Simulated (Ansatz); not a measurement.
# The Ti-Rh system: small convex hull from a Python script

Wanted for the Ti-Rh system: a small convex hull.

Program: Ansatz 0.2.0, driven from Python. Level of theory: DFT LDA, plane waves, PAW. These are calculated values, not measurements.

**1. The structure**

TiRh P4/mmm: It takes space group P4/mmm (No. 123, tetragonal). The conventional cell has a = 2.988 Å, b = 2.988 Å, c = 3.350 Å, α = 90.00°, β = 90.00°, γ = 90.00°. Ti (site symmetry 4/mmm) has 8 Rh at 2.70 Å and 4 Ti at 2.99 Å as nearest neighbours. Rh (site symmetry 4/mmm) has 8 Ti at 2.70 Å and 4 Rh at 2.99 Å as nearest neighbours.

TiRh Pm-3m: It takes space group Pm-3m (No. 221, cubic). Conventional cell: a = 3.115 Å, b = 3.115 Å, c = 3.115 Å, α = 90.00°, β = 90.00°, γ = 90.00°. Ti (site symmetry m-3m) has 8 Rh at 2.70 Å as nearest neighbours. Around Rh (site symmetry m-3m) lie 8 Ti at 2.70 Å.

TiRh3 Pm-3m: It takes space group Pm-3m (No. 221, cubic). The conventional cell has a = 3.822 Å, b = 3.822 Å, c = 3.822 Å, α = 90.00°, β = 90.00°, γ = 90.00°. Ti (site symmetry m-3m) has 12 Rh at 2.70 Å as nearest neighbours. Rh (site symmetry 4/mmm) is surrounded by 4 Ti at 2.70 Å and 8 Rh at 2.70 Å.

Ti P6_3/mmc: It takes space group P6_3/mmc (No. 194, hexagonal). The conventional cell has a = 2.950 Å, b = 2.950 Å, c = 4.680 Å, α = 90.00°, β = 90.00°, γ = 120.00°. Ti (site symmetry -6m2) is surrounded by 12 Ti at 2.89 to 2.95 Å.

Rh Fm-3m: Symmetry: Fm-3m, No. 225, cubic system. The conventional cell has a = 3.796 Å, b = 3.796 Å, c = 3.796 Å, α = 90.00°, β = 90.00°, γ = 90.00°. Rh (site symmetry m-3m) is surrounded by 12 Rh at 2.68 Å.

The script holds or builds the structure itself.

**2. The script**

The input, hull_tirh.py:

```python
'''Convex hull of a few Ti-Rh phases, after relaxing cells and atoms.'''

from collections import Counter
import warnings

import ansatz as az
from pymatgen.analysis.phase_diagram import PDEntry, PhaseDiagram
from pymatgen.core import Composition

PHASES = {
    'TiRh P4/mmm': (
        [(2.988, 0.0, 0.0), (0.0, 2.988, 0.0), (0.0, 0.0, 3.35)],
        [
            ('Ti', (0.5, 0.5, 0.5)),
            ('Rh', (0.0, 0.0, 0.0)),
        ],
    ),
    'TiRh Pm-3m': (
        [(3.115202, 0.0, 0.0), (0.0, 3.115202, 0.0), (0.0, 0.0, 3.115202)],
        [
            ('Ti', (0.5, 0.5, 0.5)),
            ('Rh', (0.0, 0.0, 0.0)),
        ],
    ),
    'TiRh3 Pm-3m': (
        [(3.822, 0.0, 0.0), (0.0, 3.822, 0.0), (0.0, 0.0, 3.822)],
        [
            ('Ti', (0.0, 0.0, 0.0)),
            ('Rh', (0.0, 0.5, 0.5)),
            ('Rh', (0.5, 0.0, 0.5)),
            ('Rh', (0.5, 0.5, 0.0)),
        ],
    ),
    'Ti': (
        [(2.95, 0.0, 0.0), (-1.475, 2.554775, 0.0), (0.0, 0.0, 4.68)],
        [
            ('Ti', (1 / 3, 2 / 3, 0.25)),
            ('Ti', (2 / 3, 1 / 3, 0.75)),
        ],
    ),
    'Rh': (
        [(0.0, 1.89785, 1.89785), (1.89785, 0.0, 1.89785), (1.89785, 1.89785, 0.0)],
        [
            ('Rh', (0.0, 0.0, 0.0)),
        ],
    ),
}


def build(vectors, sites):
    crystal = az.Crystal(lattice=az.Lattice.of(vectors))
    for symbol, position in sites:
        crystal = crystal.atom(symbol, position)
    return crystal


def compute(name, crystal):
    calc = (
        crystal.calculation()
        .functional('lda')
        .basis(500)
        .kpoints(spacing=0.3)
        .occupations('gaussian', width=0.05)
    )
    calc = calc.relax(force_tolerance=0.02, cell=True)
    return calc.run()


def counts(outcome):
    return Counter(site.symbol for site in outcome.lattice.sites)

warnings.simplefilter('ignore', az.DeckWarning)

phases = {name: build(*cell) for name, cell in PHASES.items()}

done = {}
for name, crystal in phases.items():
    done[name] = compute(name, crystal)
    print(f'{name}: {done[name].report["energy_sigma0_ev"]:.4f} eV, {len(done[name].lattice.sites)} atoms')

entries = [PDEntry(Composition(dict(counts(o))), o.report['energy_sigma0_ev'], name=name) for name, o in done.items()]
diagram = PhaseDiagram(entries)
rows = [(e.name, e.composition.get_atomic_fraction('Rh'), diagram.get_form_energy_per_atom(e), diagram.get_e_above_hull(e)) for e in entries]
rows.sort(key=lambda row: row[1])
print('     phase       x(Rh)  E_form (eV/atom)  above hull (eV/atom)')
for row in rows:
    print(f'{str(row[0]):>10}  {row[1]:10.3f}  {row[2]:16.4f}  {row[3]:20.4f}')
print('on the hull of these phases:', ', '.join(row[0] for row in rows if row[3] < 1e-6))
```

**3. The input behind the calls**

The package turns the script's settings into the engine's input (first run):

```yaml
crystal:
  lattice:
    - [2.988, 0.0, 0.0]
    - [0.0, 2.988, 0.0]
    - [0.0, 0.0, 3.35]
  atoms:
    - { symbol: Ti, position: [0.5, 0.5, 0.5] }
    - { symbol: Rh, position: [0.0, 0.0, 0.0] }
basis:
  ecutwfc: 500.0
kpoints:
  mp_grid:
    kspacing: 0.3
hamiltonian:
  xc: lda
scf:
  occupations:
    method: gaussian
    width: 0.05
relax:
  f_tol: 0.02
  cell: {}
```

**4. The run**

Started as:

```bash
$ python hull_tirh.py
```

Output:

```text
TiRh P4/mmm: -8730.4762 eV, 2 atoms
TiRh Pm-3m: -8730.4141 eV, 2 atoms
TiRh3 Pm-3m: -21288.8694 eV, 4 atoms
Ti: -4900.6072 eV, 2 atoms
Rh: -6278.6589 eV, 1 atoms
     phase       x(Rh)  E_form (eV/atom)  above hull (eV/atom)
        Ti       0.000            0.0000                0.0000
TiRh P4/mmm       0.500           -0.7568                0.0000
TiRh Pm-3m       0.500           -0.7258                0.0310
TiRh3 Pm-3m       0.750           -0.6473                0.0000
        Rh       1.000            0.0000                0.0000
on the hull of these phases: Ti, TiRh P4/mmm, TiRh3 Pm-3m, Rh
```

It took 34 s on 1 thread of Arm Neoverse V2, shared host; peak memory 0.53 GiB.

**5. Run by run**

From the records of these 5 runs:

| run | system | space group at the end | energy (eV/atom) | from the elements (meV/atom) | final volume (Å³/atom) | pressure (GPa) | SCF cycles in all | CPU time (s) |
| --- | --- | --- | --- | --- | --- | --- | --- | --- |
| 1 | TiRh (2 atoms) | P4/mmm | -4365.2381 | -756.8 | 14.05 | -0.02 | 40 | 9.7 |
| 2 | TiRh (2 atoms) | Pm-3m | -4365.2071 | -725.8 | 14.05 | -0.01 | 40 | 3.7 |
| 3 | TiRh3 (4 atoms) | Pm-3m | -5322.2173 | -647.3 | 13.40 | 0.00 | 40 | 11 |
| 4 | Ti (2 atoms) | P6_3/mmc | -2450.3036 | 0.0 | 16.09 | 0.00 | 37 | 5.6 |
| 5 | Rh (1 atom) | Fm-3m | -6278.6589 | 0.0 | 13.22 | -0.04 | 25 | 2.1 |

Energies are extrapolated to zero smearing width, as in the script. Totals carry meaning only in balanced differences at one level of theory.

**6. Path of the relaxation of run 1**

Relaxation path:

```
step  E - E(step 1) (eV/cell)  largest force component (eV/Å)  pressure (GPa)  volume (Å³)
   1                   0.0000                          0.0000          -12.05        29.91
   2                  -0.0165                          0.0000           14.01        26.58
   3                  -0.0777                          0.0000           -1.21        28.25
   4                  -0.0800                          0.0000           -0.13        28.11
   5                  -0.0800                          0.0000           -0.02        28.09
   6                  -0.0798                          0.0000           -0.02        28.09
```

Step 1 is the start.

|  | before | after | change |
| --- | --- | --- | --- |
| a (Å) | 2.988 | 2.888 | -3.3 % |
| b (Å) | 2.988 | 2.888 | -3.3 % |
| c (Å) | 3.350 | 3.368 | +0.5 % |
| volume (Å³/atom) | 14.95 | 14.05 | -6.1 % |
| shortest distance (Å) | 2.696 | 2.647 | -1.8 % |
| space group (0.01 Å) | P4/mmm | P4/mmm | same |

The run keeps the 16 symmetry operations of the start, so it could not have lowered the symmetry.

**7. How the relaxation of run 2 went**

The steps of the relaxation:

```
step  E - E(step 1) (eV/cell)  largest force component (eV/Å)  pressure (GPa)  volume (Å³)
   1                   0.0000                          0.0000          -13.59        30.23
   2                  -0.0045                          0.0000           17.25        26.27
   3                  -0.0951                          0.0000           -1.88        28.35
   4                  -0.0966                          0.0000           -0.23        28.13
   5                  -0.0966                          0.0000            0.00        28.10
   6                  -0.0964                          0.0000           -0.01        28.10
```

Step 1 is the start.

|  | before | after | change |
| --- | --- | --- | --- |
| a (Å) | 3.115 | 3.040 | -2.4 % |
| b (Å) | 3.115 | 3.040 | -2.4 % |
| c (Å) | 3.115 | 3.040 | -2.4 % |
| volume (Å³/atom) | 15.12 | 14.05 | -7.0 % |
| shortest distance (Å) | 2.698 | 2.633 | -2.4 % |
| space group (0.01 Å) | Pm-3m | Pm-3m | same |

The run keeps the 48 symmetry operations of the start, so it could not have lowered the symmetry.

**8. Results**

| quantity | value |
| --- | --- |
| on the hull of these phases | Ti, TiRh P4/mmm, TiRh3 Pm-3m, Rh |
| runs compared | 5 |
| energy of TiRh (run 1) from the elements | -757 meV/atom |
| energy of TiRh (run 2) from the elements | -726 meV/atom |
| energy of TiRh3 (run 3) from the elements | -647 meV/atom |

What this shows: Among these few phases the hull runs through Ti, TiRh P4/mmm, TiRh3 Pm-3m, Rh; other phases, not tried, may lie lower. TiRh lies 757 meV/atom below its elements, the most of the cells tried. In CPU time, run 3 cost about 5.3 times as much as run 5. In run 1, the volume shrank by 6.1 % over 4 moves, and the space group stayed P4/mmm. In run 2, over 4 moves the cell shrank by 7.0 % in volume, and the space group stayed Pm-3m. Reading the output:
- Absolute energies stand on the zero of these potentials, so only differences at equal settings mean something.
- The cells come from databases of deposited and of computed structures, and not all need be stable phases.
- Differences under about 15 meV an atom lie within the error of mesh and functional, so such verdicts may flip; only the cells listed enter the hull.
